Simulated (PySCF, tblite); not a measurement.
# BF₂GeH₃: infrared bands, NMR shifts, spin-spin couplings, electronic excitations and core binding energies in gas and solvents, part 2 of 2

tblite 0.8.0 and PySCF 2.14.0. Atoms count from 0. Earlier steps stand in the parts before.

## (10) NMR shieldings: PBE0/pcSseg-1 in benzene

Job settings and geometry (Å):

```
{"job": {"kind": "nmr", "xc": "PBE0", "basis": "pcSseg-1", "solvent": "benzene", "pop": true}, "charge": 0, "multiplicity": 1}
F      1.554546     1.040329    -0.179130
B      0.914075    -0.111355    -0.170808
F      1.646119    -1.194703    -0.335320
Ge    -1.138382    -0.260401     0.094528
H     -1.435576    -0.862374     1.480922
H     -1.733956    -1.206292    -0.963625
H     -1.823719     1.111367    -0.006695
```

Method: GIAO PBE0/pcSseg-1 NMR shielding, non-relativistic, IEF-PCM benzene.

Output:

```text
coarse grid: 30616 points
cycle   1  E = -2302.6375187298  dE = -4.220e-01  |g| = 9.994e-01  |ddm| = 2.423e+00
cycle   2  E = -2302.5658543808  dE =  7.166e-02  |g| = 1.181e+00  |ddm| = 9.142e-01
cycle   3  E = -2302.7211092925  dE = -1.553e-01  |g| = 1.331e-01  |ddm| = 6.027e-01
cycle   4  E = -2302.7233885807  dE = -2.279e-03  |g| = 4.596e-02  |ddm| = 7.403e-02
cycle   5  E = -2302.7235819226  dE = -1.933e-04  |g| = 3.861e-03  |ddm| = 2.393e-02
cycle   6  E = -2302.7235843560  dE = -2.433e-06  |g| = 6.639e-04  |ddm| = 4.611e-03
final grid: 63576 points
cycle   7  E = -2302.7235292689  dE = -4.692e-08  |g| = 7.383e-04  |ddm| = 1.451e-03
cycle   8  E = -2302.7235292612  dE =  7.668e-09  |g| = 9.300e-04  |ddm| = 1.161e-03
cycle   9  E = -2302.7235293496  dE = -8.840e-08  |g| = 5.958e-05  |ddm| = 5.150e-04
cycle  10  E = -2302.7235293505  dE = -8.995e-10  |g| = 1.492e-05  |ddm| = 7.184e-05
converged SCF energy = -2302.7235293505

GIAO shielding tensors (ppm)
atom      isotropic    diamagn.    paramagn.     s11        s22        s33       span
  0 F      189.909     469.092    -279.183    -28.807    268.608    329.927    358.734
  1 B       68.437     192.747    -124.311     39.443     80.382     85.485     46.042
  2 F      190.148     468.709    -278.560    -30.059    266.746    333.758    363.816
  3 Ge    1694.918    2758.746   -1063.828   1655.135   1683.824   1745.795     90.660
  4 H       27.706      28.493      -0.787     21.988     22.449     38.681     16.693
  5 H       27.757      28.501      -0.745     21.812     22.626     38.831     17.019
  6 H       27.850      28.785      -0.935     21.709     22.685     39.155     17.446
```

It took 11 s on 1 thread of Intel Xeon at 2.70GHz, shared host; peak memory 0.65 GiB.

In short: δ F0 -11.3, B1 32.6, Ge3 -365, H4 3.48 ppm (means over like atoms).

## (11) Shielding tensors: PBE0/pcSseg-1 in dimethylsulfoxide

Settings changed since step 10:

```diff
@@ -1,2 +1,2 @@
-{"job": {"kind": "nmr", "xc": "PBE0", "basis": "pcSseg-1", "solvent": "benzene", "pop": true}, "charge": 0, "multiplicity": 1}
+{"job": {"kind": "nmr", "xc": "PBE0", "basis": "pcSseg-1", "solvent": "dimethylsulfoxide", "pop": false}, "charge": 0, "multiplicity": 1}
 F      1.554546     1.040329    -0.179130
```

Method: GIAO PBE0/pcSseg-1 NMR shielding, non-relativistic, IEF-PCM dimethylsulfoxide.

Output:

```text
coarse grid: 30616 points
cycle   1  E = -2302.6400266533  dE = -4.244e-01  |g| = 9.966e-01  |ddm| = 2.423e+00
cycle   2  E = -2302.5732192009  dE =  6.681e-02  |g| = 1.165e+00  |ddm| = 9.060e-01
cycle   3  E = -2302.7225000670  dE = -1.493e-01  |g| = 1.280e-01  |ddm| = 5.928e-01
cycle   4  E = -2302.7245853739  dE = -2.085e-03  |g| = 4.506e-02  |ddm| = 7.209e-02
cycle   5  E = -2302.7247719693  dE = -1.866e-04  |g| = 3.728e-03  |ddm| = 2.352e-02
cycle   6  E = -2302.7247742038  dE = -2.235e-06  |g| = 6.714e-04  |ddm| = 4.379e-03
final grid: 63576 points
cycle   7  E = -2302.7247190753  dE = -5.130e-08  |g| = 7.293e-04  |ddm| = 1.484e-03
cycle   8  E = -2302.7247190697  dE =  5.578e-09  |g| = 9.047e-04  |ddm| = 1.112e-03
cycle   9  E = -2302.7247191557  dE = -8.603e-08  |g| = 6.440e-05  |ddm| = 4.983e-04
cycle  10  E = -2302.7247191567  dE = -9.550e-10  |g| = 1.678e-05  |ddm| = 7.234e-05
converged SCF energy = -2302.7247191567

GIAO shielding tensors (ppm)
atom      isotropic    diamagn.    paramagn.     s11        s22        s33       span
  0 F      194.132     469.297    -275.164    -21.695    273.236    330.855    352.550
  1 B       68.371     192.588    -124.217     38.475     80.333     86.306     47.831
  2 F      194.343     468.901    -274.558    -23.020    271.336    334.713    357.733
  3 Ge    1693.409    2758.734   -1065.325   1654.824   1683.023   1742.380     87.555
  4 H       27.686      28.483      -0.797     21.963     22.427     38.667     16.704
  5 H       27.748      28.504      -0.756     21.803     22.622     38.818     17.015
  6 H       27.850      28.799      -0.950     21.713     22.699     39.138     17.425
```

Run time: 8.8 s. Hardware: 1 thread of Intel Xeon at 2.70GHz, shared host; peak memory 0.65 GiB.

In short: δ F0 -13.7, B1 33.0, Ge3 -364, H4 3.48 ppm (means over like atoms).

## (12) Ultraviolet spectrum: PBE0/def2-SVPD in benzene

Settings changed since step 11:

```diff
@@ -1,2 +1,2 @@
-{"job": {"kind": "nmr", "xc": "PBE0", "basis": "pcSseg-1", "solvent": "dimethylsulfoxide", "pop": false}, "charge": 0, "multiplicity": 1}
+{"job": {"kind": "uv", "xc": "PBE0", "basis": "def2-SVPD", "solvent": "benzene", "nstates": 6, "ntriplets": 0}, "charge": 0, "multiplicity": 1}
 F      1.554546     1.040329    -0.179130
```

Method: TDDFT PBE0/def2-SVPD, vertical, IEF-PCM benzene (non-equilibrium linear response), core orbitals frozen in the response.

Output:

```text
coarse grid: 30616 points
cycle   1  E = -2302.4790508866  dE = -3.693e-01  |g| = 6.250e-01  |ddm| = 3.083e+00
cycle   2  E = -2302.4206811023  dE =  5.837e-02  |g| = 8.810e-01  |ddm| = 1.064e+00
cycle   3  E = -2302.5370378172  dE = -1.164e-01  |g| = 5.917e-02  |ddm| = 6.362e-01
cycle   4  E = -2302.5374293004  dE = -3.915e-04  |g| = 1.572e-02  |ddm| = 5.478e-02
cycle   5  E = -2302.5374558477  dE = -2.655e-05  |g| = 2.420e-03  |ddm| = 1.402e-02
cycle   6  E = -2302.5374570058  dE = -1.158e-06  |g| = 3.486e-04  |ddm| = 4.498e-03
final grid: 63576 points
cycle   7  E = -2302.5373924764  dE = -2.332e-08  |g| = 3.044e-04  |ddm| = 2.230e-03
cycle   8  E = -2302.5373924805  dE = -4.085e-09  |g| = 3.079e-04  |ddm| = 8.796e-04
cycle   9  E = -2302.5373924977  dE = -1.722e-08  |g| = 3.921e-05  |ddm| = 3.641e-04
cycle  10  E = -2302.5373924979  dE = -2.528e-10  |g| = 5.503e-06  |ddm| = 4.453e-05
converged SCF energy = -2302.5373924979

Static polarisability (au): isotropic 53.181, principal 48.820 52.348 58.375

Singlet excitations
state   eV       nm        f      main configurations
  1   6.5835    188.3   0.05154   H->L 0.97
  2   7.3690    168.3   0.01518   H-1->L 0.96
  3   7.6230    162.6   0.09208   H-2->L 0.94
  4   7.9379    156.2   0.17769   H->L+1 0.99
  5   8.5700    144.7   0.00052   H->L+2 0.83, H-1->L+1 0.11
  6   8.6582    143.2   0.23055   H-1->L+1 0.85, H->L+2 0.10
```

Wall time 12 s (1 thread of Intel Xeon at 2.70GHz, shared host); peak memory 0.56 GiB.

This run: HOMO -8.99 eV, LUMO -1.01 eV; lowest singlet 6.58 eV.

## (13) Side by side: NMR shifts

Shifts (ppm), means over like atoms, with basis size and wall time:

```csv
run,H4,F0,B1,Ge3,functions,time
PBE0/pcSseg-1,3.48,-9.2,32.2,-366,107,10 s
KT3/pcSseg-2,3.37,-43.5,29.6,-365,213,28 s
PBE0/pcSseg-1 in benzene,3.48,-11.3,32.6,-365,107,11 s
PBE0/pcSseg-1 in dimethylsulfoxide,3.48,-13.7,33.0,-364,107,8.8 s
```

The continuum's effect on the ground state:

```csv
solvent,ε,polarisation energy (Eh),μ (D)
benzene,2.27,-0.0010,0.89
dimethylsulfoxide,46.83,-0.0023,0.95
```

## (14) Run by run: electronic excitations

Excitations and ground-state properties, with basis size and wall time:

```csv
run,lowest singlet (eV),brightest (eV),f,gap (eV),α (Å³),μ (D),functions,time
PBE0/def2-SVPD,6.61,8.79,0.186,7.97,7.02,0.89,128,84 s
PBE0/def2-SVPD in benzene,6.58,8.66,0.231,7.98,7.88,0.97,128,12 s
```

## (15) Outcome

The summary covers parts 1 to 2.

```
                                                                 quantity                        value
                                strongest single infrared mode (GFN2-xTB)        2131 cm⁻¹, 434 km/mol
                                             zero-point energy (GFN2-xTB)                19.5 kcal/mol
                                                              point group                           C1
                                     rotational constants (main isotopes)         9.35, 2.34, 1.92 GHz
   ¹H shifts against TMS (PBE0/pcSseg-1, means over atoms taken as alike)                     3.48 ppm
¹⁹F shifts against CFCl3 (PBE0/pcSseg-1, means over atoms taken as alike)                     -9.2 ppm
                              ¹¹B shifts against BF3·OEt2 (PBE0/pcSseg-1)                     32.2 ppm
                                ⁷³Ge shifts against GeMe4 (PBE0/pcSseg-1)                     -366 ppm
                     largest coupling of the table (B3LYP/pcSseg-1+pcJ-1)     ²J(F,F) F0–F2, -288.9 Hz
                                          lowest singlet (PBE0/def2-SVPD)  6.61 eV (188 nm), f = 0.036
                                 brightest single state of those computed  state 7, 8.79 eV, f = 0.186
                                                           lowest triplet                      5.27 eV
                                        vertical ionisation energy (ΔSCF)                     11.41 eV
                                         F1s binding energies, SCAN/pcX-2                 F0 693.75 eV
                                         B1s binding energies, SCAN/pcX-2                 B1 199.73 eV
                            range of the shift of F0 (PBE0/pcSseg-1 runs)            -13.7 to -9.2 ppm
                                              range of the lowest singlet              6.58 to 6.61 eV
```

**Reading.** All 15 modes are real, so the xTB geometry is a minimum. The strongest single mode, at 2131 cm⁻¹, moves mainly H6. Unscaled tight-binding wavenumbers are off by several per cent, some by more. Its intensities can rank the bands wrongly. At PBE0/pcSseg-1: The largest span, 366 ppm, is at F0, F2, where the paramagnetic term is -282 ppm. In the run at B3LYP/pcSseg-1+pcJ-1, the largest coupling of the table is F0–F2, -288.9 Hz, of which the Fermi-contact term gives 22.6 Hz. Density functionals describe couplings to fluorine poorly, F–F couplings above all, so those rows are rough. The first singlet state (HOMO→LUMO 0.96) lies at 6.61 eV and is weak; of the 10 states computed, the strongest absorption comes from state 7 at 8.79 eV (the last state computed is bright too, and its partners may lie past the list). The lowest triplet lies 1.33 eV below the lowest singlet (triplets in Tamm-Dancoff, singlets in full TDDFT). The orbital energy would give 9.08 eV for ionisation, ΔSCF gives 11.41 eV. At one level, PBE0/pcSseg-1: In ppm, F0 (with its like atoms) moves most: its shift spreads over 4.5 ppm, from -13.7 (PBE0/pcSseg-1 in dimethylsulfoxide) to -9.2 (PBE0/pcSseg-1). The continuum holds electrostatics alone: no hydrogen bonds to the solvent, and the gas-phase geometry is kept. The lowest singlet runs from 6.58 eV (PBE0/def2-SVPD in benzene) to 6.61 eV (PBE0/def2-SVPD), while the orbital gap spans 7.97 to 7.98 eV. The lowest state need not be the same one in every run. The runs solved for a few states only, so the brightest column depends on that window. Spin-orbit coupling is left out, which matters for shieldings and couplings at and beside the heavy atoms.
